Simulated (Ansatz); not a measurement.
# FH7N2Si: the cost of one run

The runs use Ansatz 0.2.0, Gaussian basis; PBE0-D4/def2-SVP.

22 further runs of the same task are left out: 22 set aside as unsound or not needed.

### 1 Where the work starts

The first end: 11 atoms, charge 0, spin multiplicity 1.

Atoms are counted from 1 here; the program's logs count them from 0.

Bond lengths: Si1–N2 1.753 Å, Si1–H3 1.488 Å, Si1–H4 1.488 Å, Si1–N5 1.698 Å, N2–H8 1.012 Å, N2–H9 1.012 Å, N5–H10 1.009 Å, N5–H11 1.005 Å, H6–F7 0.963 Å. Angles: N2–Si1–H3 114.9°, N2–Si1–H4 102.7°, N2–Si1–N5 106.0°, H3–Si1–H4 108.8°, H3–Si1–N5 106.5°, H4–Si1–N5 118.2°, Si1–N2–H8 116.1°, Si1–N2–H9 116.2°, H8–N2–H9 109.4°, Si1–N5–H10 120.4°, Si1–N5–H11 122.1°, H10–N5–H11 113.3°.

Geometry (Å):

```mol
FH7N2Si
  3D, bonds by distance, orders not assigned

 11  9  0  0  0  0  0  0  0  0999 V2000
   -0.1722   -0.9377   -0.0134 Si  0  0
    1.0695    0.0987   -0.6902 N   0  0
   -0.6582   -2.0101   -0.9230 H   0  0
    0.5216   -1.5664    1.1435 H   0  0
   -1.5028    0.0703    0.3000 N   0  0
    0.9500    1.4057    0.3381 H   0  0
    0.7351    2.0907    0.9802 F   0  0
    2.0146   -0.2609   -0.6609 H   0  0
    0.8828    0.4772   -1.6102 H   0  0
   -1.3924    0.9016    0.8610 H   0  0
   -2.4482   -0.2692    0.2749 H   0  0
  1  2  8  0
  1  3  8  0
  1  4  8  0
  1  5  8  0
  2  8  8  0
  2  9  8  0
  5 10  8  0
  5 11  8  0
  6  7  8  0
M  END
```

The second end:

```
Si   -0.6769   -0.1135    0.3153
N     2.0787    0.0725   -0.8797
H    -0.6184   -1.0307   -0.8387
H     0.3030   -0.3184    1.3989
N    -2.2180   -0.3270    1.0177
H     2.9062    0.0620   -0.2965
F    -0.4764    1.3863   -0.2446
H     2.3105   -0.3989   -1.7452
H     1.8731    1.0389   -1.1026
H    -2.4376    0.0494    1.9252
H    -3.0444   -0.4206    0.4502
```

### 2 The band at PBE0-D4/def2-SVP

neb/in.yaml

```yaml
crystal:
  periodic: [false, false, false]
  atoms:
    - {symbol: Si, position_ang: [-0.172242, -0.937686, -0.013420]}
    - {symbol: N, position_ang: [1.069525, 0.098728, -0.690202]}
    - {symbol: H, position_ang: [-0.658178, -2.010103, -0.922994]}
    - {symbol: H, position_ang: [0.521632, -1.566390, 1.143489]}
    - {symbol: N, position_ang: [-1.502813, 0.070344, 0.300009]}
    - {symbol: H, position_ang: [0.950046, 1.405665, 0.338087]}
    - {symbol: F, position_ang: [0.735109, 2.090708, 0.980204]}
    - {symbol: H, position_ang: [2.014592, -0.260928, -0.660937]}
    - {symbol: H, position_ang: [0.882760, 0.477180, -1.610171]}
    - {symbol: H, position_ang: [-1.392359, 0.901642, 0.861015]}
    - {symbol: H, position_ang: [-2.448174, -0.269161, 0.274920]}
basis:
  gaussian: {orbitals: def2-SVP}
hamiltonian: {xc: pbe0, dispersion: d4}
neb:
  images: 5
  climbing: true
  max_iterations: 40
  initial_path: idpp
  final_atoms:
    - {symbol: Si, position_ang: [-0.676867, -0.113523, 0.315316]}
    - {symbol: N, position_ang: [2.078748, 0.072480, -0.879733]}
    - {symbol: H, position_ang: [-0.618378, -1.030678, -0.838677]}
    - {symbol: H, position_ang: [0.303009, -0.318394, 1.398913]}
    - {symbol: N, position_ang: [-2.218021, -0.327022, 1.017668]}
    - {symbol: H, position_ang: [2.906194, 0.062008, -0.296517]}
    - {symbol: F, position_ang: [-0.476380, 1.386275, -0.244552]}
    - {symbol: H, position_ang: [2.310479, -0.398879, -1.745185]}
    - {symbol: H, position_ang: [1.873117, 1.038886, -1.102641]}
    - {symbol: H, position_ang: [-2.437624, 0.049427, 1.925205]}
    - {symbol: H, position_ang: [-3.044376, -0.420579, 0.450200]}
```

The run is started by

```
$ ansatz run in.yaml --threads 4 --pin off --events-out ev --progress --plain --max-ram 9574MiB
```

**Question.** How long does this run take on 4 threads of Arm Neoverse V1, shared host?

About 2 min.
